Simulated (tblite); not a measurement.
# C5H10GeOSi: the cost of one run

Programs: tblite 0.8.0 and PySCF 2.14.0, with density-fitted response routines of our own. Each step states its level of theory. These are calculated values for one molecule in the gas phase, unless marked as measured. Atoms are numbered from 0 throughout.

### 1 The starting structure

18 atoms, charge 0, multiplicity 1; geometry from: force field or distance geometry start.

Bonds of the start (Å): C0–Ge1 1.95, Ge1–C2 1.90, C2–C3 1.35, C3–Si4 1.82, Si4–C5 1.82, C5–C6 1.33, C6–O7 1.41, O7–C2 1.41, C0–H8 1.11, C0–H9 1.11, C0–H10 1.10, Ge1–H11 1.54, Ge1–H12 1.57, C3–H13 1.08, Si4–H14 1.48, Si4–H15 1.47, C5–H16 1.08, C6–H17 1.09.

### 2 Relaxing the molecule with GFN2-xTB

The job: settings as JSON, then the geometry in Å.

```
{"job": {"kind": "relax", "xc": "GFN2-xTB", "basis": "xTB"}, "charge": 0, "multiplicity": 1}
C      2.945600     0.797600     0.612900
Ge     2.000600    -0.824900     0.099700
C      0.132600    -0.472700    -0.006200
C     -0.322800     0.302200    -1.018100
Si    -2.098600     0.682000    -1.163800
C     -2.861500    -0.177800     0.243800
C     -2.107200    -0.876400     1.091800
O     -0.705800    -1.013800     0.985900
H      2.565200     1.148300     1.597400
H      2.750600     1.580200    -0.148400
H      4.022200     0.595500     0.683100
H      2.522600    -1.319900    -1.264800
H      2.252100    -1.920200     1.189900
H      0.367500     0.697800    -1.746400
H     -2.318200     2.142400    -1.063900
H     -2.627600     0.152700    -2.423800
H     -3.925700    -0.107600     0.395600
H     -2.600200    -1.379300     1.923500
```

The run is started by

```console
$ OMP_NUM_THREADS=1 python probes_run.py task.json out
```

This one command runs all jobs of the session in turn.

Q: Estimate the wall time of this first job on 1 thread of Intel Xeon 6975P-C, shared host.

About 1.1 s.
